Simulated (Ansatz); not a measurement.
**BCl2HO: vertical ionisation energy**

How much energy removes an electron from BCl2HO at fixed geometry? The cation is run at each level and the neutral's energy taken from earlier runs.

The runs use Ansatz 0.2.0, Gaussian basis; unrestricted cation, the program's frozen cores in correlated methods.

Levels to be run: UKS PBE-D4/def2-TZVPP; UKS r2SCAN-D4/def2-TZVPP; UKS PBE0-D4/def2-TZVPP; UKS B3LYP-D4/def2-TZVPP; UKS wB97X-V/def2-TZVPP; UKS wB97M-V/def2-TZVPP; UKS B2PLYP/def2-TZVPP; UHF-CCSD(T)/def2-TZVPP; UHF-CCSD(T)/def2-QZVPP; extrapolation to the limit; then −ε(HOMO) from the neutral's earlier runs with LDA (SPW92), PBE-D4, revPBE-D4, BLYP-D4, r2SCAN-D4, B97M-V, PBE0-D4, B3LYP-D4, r2SCANh-D4, r2SCAN0-D4, HSE06-D4, BHLYP-D4, CAM-B3LYP-D4, LC-ωPBE, ωB97X-V, ωB97M-V.

### 1 The geometry

All runs share one geometry, relaxed beforehand with PBE0-D4 in a triple-zeta def2 set.

SMILES `OB(Cl)Cl`, 5 atoms, charge 0, spin multiplicity 1.

Atoms are counted from 1 here; the program's logs count them from 0.

Bond lengths: O1–B2 1.341 Å, O1–H5 0.962 Å, B2–Cl3 1.745 Å, B2–Cl4 1.762 Å. Angles: B2–O1–H5 113.4°, O1–B2–Cl3 118.8°, O1–B2–Cl4 121.4°, Cl3–B2–Cl4 119.8°.

Geometry (Å):

```csv
atom,x (Å),y (Å),z (Å)
O1,0.77719,0.65750,0.38492
B2,-0.12278,-0.28565,0.07241
Cl3,-0.30990,-1.65566,1.13714
Cl4,-1.10994,-0.16527,-1.38171
H5,0.81533,1.37539,-0.25417
```

### 2 Cation, UKS PBE-D4/def2-TZVPP

Contents of in.yaml:

```yaml
crystal:
  periodic: [false, false, false]
  atoms:
    - {symbol: O, position_ang: [0.777188, 0.657495, 0.384924]}
    - {symbol: B, position_ang: [-0.122777, -0.285650, 0.072415]}
    - {symbol: Cl, position_ang: [-0.309904, -1.655662, 1.137136]}
    - {symbol: Cl, position_ang: [-1.109941, -0.165273, -1.381706]}
    - {symbol: H, position_ang: [0.815333, 1.375391, -0.254168]}
basis:
  gaussian: {orbitals: def2-TZVPP}
total_charge: 1
magnetization: {spin_polarized: true, initial_magnetization: 1}
hamiltonian: {xc: pbe, dispersion: d4}
```

Launch:

```sh
$ ansatz run in.yaml --threads 2 --pin off --events-out ev --progress --plain --max-ram 22528MiB --backend cpu
```

The runs that follow: Cation, UKS r2SCAN-D4/def2-TZVPP; Cation, UKS PBE0-D4/def2-TZVPP; Cation, UKS B3LYP-D4/def2-TZVPP; Cation, UKS wB97X-V/def2-TZVPP; Cation, UKS wB97M-V/def2-TZVPP; Cation, UKS B2PLYP (frozen core)/def2-TZVPP; Cation, UHF-CCSD(T)/def2-TZVPP; Cation, UHF-CCSD(T)/def2-QZVPP.

**Question.** What will the summary of the whole plan be? Wanted: ionisation energy, CCSD(T)/CBS; nearest functional by difference; nearest −ε(HOMO); −ε(HOMO) of PBE; T1 of the cation.

**Answer**, as computed:

```
                        quantity               value
  ionisation energy, CCSD(T)/CBS            12.04 eV
nearest functional by difference  ωB97X-V (-0.24 eV)
                nearest −ε(HOMO)  LC-ωPBE (-0.11 eV)
                 −ε(HOMO) of PBE             7.63 eV
                T1 of the cation               0.052
```

What this shows: Energy differences with functionals land within 1.01 eV of the reference. The PBE orbital energy is 4.4 eV too small: a semilocal HOMO is no ionisation energy. Among orbital estimates LC-ωPBE comes nearest. Hartree-Fock falls 1.00 eV short, as the neutral has more correlation energy than the cation. The cation's T1 (from the report) is 0.052, above the customary mark of 0.045 for open shells, so the coupled-cluster value is less safe.
